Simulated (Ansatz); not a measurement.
**C2H7FOSi: up Jacob's ladder to CCSD(T)**

The task here is to estimate one member of a computed series from the others.

Method: functionals in def2-TZVPP, the program's frozen cores in correlated methods; program: Ansatz 0.2.0, Gaussian basis.

The runs, in order: PBE-D4, r2SCAN-D4, PBE0-D4, B3LYP-D4, ωB97X-V, ωB97M-V, B2PLYP; CCSD(T)/def2-TZVPP; MP2/def2-QZVPP; extrapolation to the limit.

## The geometry

An earlier PBE0-D4 in a triple-zeta def2 set relaxation fixed the geometry.

SMILES `FCOC[SiH3]`, 12 atoms, charge 0, spin multiplicity 1.

Atoms are counted from 1 here; the program's logs count them from 0.

Bond lengths: F1–C2 1.388 Å, C2–O3 1.359 Å, C2–H6 1.091 Å, C2–H7 1.099 Å, O3–C4 1.426 Å, C4–Si5 1.904 Å, C4–H8 1.093 Å, C4–H9 1.100 Å, Si5–H10 1.483 Å, Si5–H11 1.490 Å, Si5–H12 1.483 Å. Angles: F1–C2–O3 111.1°, F1–C2–H6 107.4°, F1–C2–H7 106.1°, O3–C2–H6 107.8°, O3–C2–H7 112.5°, H6–C2–H7 111.9°, C2–O3–C4 115.0°, O3–C4–Si5 116.4°, O3–C4–H8 105.4°, O3–C4–H9 109.8°, Si5–C4–H8 107.9°, Si5–C4–H9 110.2°, H8–C4–H9 106.7°, C4–Si5–H10 110.3°, C4–Si5–H11 105.7°, C4–Si5–H12 112.5°, H10–Si5–H11 109.3°, H10–Si5–H12 110.5° and more.

As a file:

```
F     0.2614    1.8873   -0.4460
C    -0.0225    1.5309    0.8653
O    -0.8735    0.4719    0.9101
C    -0.2937   -0.7812    0.5550
Si    0.1758   -1.0073   -1.2766
H    -0.5220    2.3800    1.3342
H     0.9449    1.3124    1.3381
H    -1.0499   -1.5302    0.8018
H     0.5751   -0.9856    1.1977
H    -0.9137   -0.5120   -2.1528
H     0.3365   -2.4757   -1.4744
H     1.4586   -0.3457   -1.6184
```

Set-up of the first run:

in.yaml

```yaml
crystal:
  periodic: [false, false, false]
  atoms:
    - {symbol: F, position_ang: [0.261438, 1.887308, -0.446023]}
    - {symbol: C, position_ang: [-0.022467, 1.530880, 0.865251]}
    - {symbol: O, position_ang: [-0.873455, 0.471947, 0.910140]}
    - {symbol: C, position_ang: [-0.293737, -0.781177, 0.554992]}
    - {symbol: Si, position_ang: [0.175763, -1.007258, -1.276589]}
    - {symbol: H, position_ang: [-0.522042, 2.379988, 1.334188]}
    - {symbol: H, position_ang: [0.944928, 1.312413, 1.338069]}
    - {symbol: H, position_ang: [-1.049894, -1.530170, 0.801824]}
    - {symbol: H, position_ang: [0.575101, -0.985641, 1.197701]}
    - {symbol: H, position_ang: [-0.913718, -0.511956, -2.152764]}
    - {symbol: H, position_ang: [0.336488, -2.475748, -1.474427]}
    - {symbol: H, position_ang: [1.458593, -0.345685, -1.618363]}
basis:
  gaussian: {orbitals: def2-TZVPP}
hamiltonian: {xc: pbe, dispersion: d4}
output: {forces: true, orbitals: {seedname: orbitals}}
```

Started as:

```
$ ansatz run in.yaml --threads 4 --pin off --events-out ev --progress --plain --max-ram 10444MiB
```

Among the steps run: PBE-D4 (GGA); r2SCAN-D4 (meta-GGA); PBE0-D4 (hybrid); B3LYP-D4 (hybrid); ωB97X-V (range-separated); ωB97M-V (range-separated); B2PLYP (double hybrid); CCSD(T) in def2-TZVPP; MP2 in def2-QZVPP.

One of the session's tables, all rows but one given; the rest of the session is left out.

It belongs to the step «Atomisation energies». 

| method | atomisation energy (kJ/mol) |
| --- | --- |
| PBE-D4 | 4337.6 |
| r2SCAN-D4 | 4272.5 |
| PBE0-D4 | 4255.9 |
| B3LYP-D4 | 4262.7 |
| ωB97X-V | 4286.1 |
| ωB97M-V | 4278.6 |
| B2PLYP | 4216.5 |
| HF/def2-TZVPP | ? |
| MP2/def2-TZVPP | 4216.2 |
| CCSD/def2-TZVPP | 4102.5 |
| CCSD(T)/def2-TZVPP | 4161.4 |
| MP2/CBS | 4323.6 |
| CCSD(T)/CBS | 4268.8 |

Q: Estimate the row for HF/def2-TZVPP from the others.

The run gave: atomisation energy (kJ/mol): 3089.6. In the column «atomisation energy (kJ/mol)» it is the lowest.

To keep in mind: Free atoms (1 F, 2 C, 1 O, 1 Si, 7 H) were run apart at each level; the atomisation energy is their sum less the molecule, without zero-point or spin-orbit terms.
